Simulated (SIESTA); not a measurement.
## Ta3N under changes of volume

One of the cells (15.277 Å³/atom); the others are scaled copies at fixed shape and fractional positions:

```
Ta N
1.0
     3.05231    0.00000    0.00000
    -1.52615    2.64337    0.00000
     0.00000    0.00000    7.57397
Ta N
3 1
Cartesian
  1.5262 0.8811 6.2566
  0.0000 1.7622 1.3173
  0.0000 0.0000 3.7870
  0.0000 0.0000 0.0000
```

The cell comes from a database or a generator and needn't be the stable form of this composition.

```yaml
Program: SIESTA 5.4.2
Functional: PBE
Potentials_or_basis: PseudoDojo 0.4 standard (PBE files)
Basis: DZP (energy shift 0.003 Ry; two zetas on semicore shells)
Grid_cutoff: 800 Ry
Energy_shift: 0.003 Ry
k_mesh: 10 × 10 × 4
Occupations: fermi-dirac, width 0.05 eV
Spin: no spin polarisation
```

```tsv
volume (Å³/atom)	energy over the lowest point (meV/atom)	pressure (GPa)	largest force (eV/Å)
14.079	57.62	20.2	0.860
14.379	26.21	13.5	0.689
14.678	6.80	7.4	0.523
15.277	0.00	-3.2	0.249
15.577	?	?	?
15.877	28.84	-11.9	0.019
```

Question: What does the run at 15.577 Å³/atom give?

Answer: Energy over the lowest point 10.36 meV/atom; pressure -7.7 GPa; largest force 0.128 eV/Å.

Worked out: A Birch-Murnaghan fit of order 3 (a polynomial in V^(-2/3)) to the other rows has its minimum at 15.08 Å³/atom with B0 = V·E''(V) = 256 GPa and B' = 4.2 at fixed shape and positions, which overstates the stiffness. It gives 10.38 meV/atom at 15.577 Å³/atom, against the run's 10.36, and -dE/dV = -7.8 GPa, against -7.7.

Energies are extrapolated to zero smearing.

Caveats: short orbitals over semicore shells can move pressures by several GPa; the basis of atomic orbitals isn't converged, which shifts pressures, moduli and gaps.
